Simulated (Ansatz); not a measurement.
# CH3F2In: basis-set convergence

The task here is to estimate one member of a computed series from the others.

Computed with Ansatz 0.2.0, Gaussian basis. Level: one geometry, several basis sets.

Plan: PBE0-D4/def2-SVP; ωB97M-V/def2-SVP; PBE0-D4/def2-QZVPP; ωB97M-V/def2-QZVPP; the functionals' def2-TZVPP values are taken from earlier runs.

### The relaxed structure

The geometry comes from an earlier relaxation with PBE0-D4 in a triple-zeta def2 set; it is a stationary point, not always the lowest conformer. In takes the def2 core potential; no spin-orbit term is included.

SMILES `F[CH](F)[InH2]`, 7 atoms, charge 0, spin multiplicity 1.

Atoms are counted from 1 here; the program's logs count them from 0.

Bond lengths: F1–C2 1.371 Å, C2–F3 1.371 Å, C2–In4 2.215 Å, C2–H5 1.095 Å, In4–H6 1.723 Å, In4–H7 1.718 Å. Angles: F1–C2–F3 107.0°, F1–C2–In4 109.5°, F1–C2–H5 106.7°, F3–C2–In4 109.5°, F3–C2–H5 106.6°, In4–C2–H5 117.1°, C2–In4–H6 118.8°, C2–In4–H7 116.9°, H6–In4–H7 124.3°.

Coordinates:

```xyz
7
charge 0, multiplicity 1
F     0.09127   -1.77940    0.69159
C     0.57094   -0.49663    0.62048
F     1.82452   -0.56825    0.06914
In   -0.74525    0.71180   -0.68868
H     0.70117   -0.15251    1.65231
H    -1.50463    2.11451   -0.03699
H    -0.93803    0.17048   -2.30783
```

Set-up of the first run:

The input, in.yaml:

```yaml
crystal:
  periodic: [false, false, false]
  atoms:
    - {symbol: F, position_ang: [0.091267, -1.779396, 0.691588]}
    - {symbol: C, position_ang: [0.570940, -0.496628, 0.620479]}
    - {symbol: F, position_ang: [1.824522, -0.568249, 0.069141]}
    - {symbol: In, position_ang: [-0.745252, 0.711803, -0.688685]}
    - {symbol: H, position_ang: [0.701165, -0.152507, 1.652313]}
    - {symbol: H, position_ang: [-1.504625, 2.114511, -0.036992]}
    - {symbol: H, position_ang: [-0.938026, 0.170477, -2.307834]}
basis:
  gaussian: {orbitals: def2-SVP}
hamiltonian: {xc: pbe0, dispersion: d4}
output: {orbitals: {seedname: orbitals}}
```

Steps of the session up to this table: PBE0-D4 in def2-SVP; ωB97M-V in def2-SVP; PBE0-D4 in def2-QZVPP; ωB97M-V in def2-QZVPP.

One of the session's tables, all rows but one given; the rest of the session is left out.

It belongs to the step «Functionals by basis». 

| functional | basis | HOMO (eV) | LUMO (eV) |
| --- | --- | --- | --- |
| PBE0-D4 | def2-SVP | ? | ? |
| PBE0-D4 | def2-TZVPP | -7.43 | -2.08 |
| PBE0-D4 | def2-QZVPP | -7.47 | -2.10 |
| ωB97M-V | def2-SVP | -9.52 | -0.43 |
| ωB97M-V | def2-TZVPP | -9.65 | -0.58 |
| ωB97M-V | def2-QZVPP | -9.69 | -0.62 |

Q: Estimate the row for PBE0-D4, def2-SVP from the others.

**Answer.** HOMO (eV): -7.32; LUMO (eV): -2.02. In the column «HOMO (eV)» it is the highest.
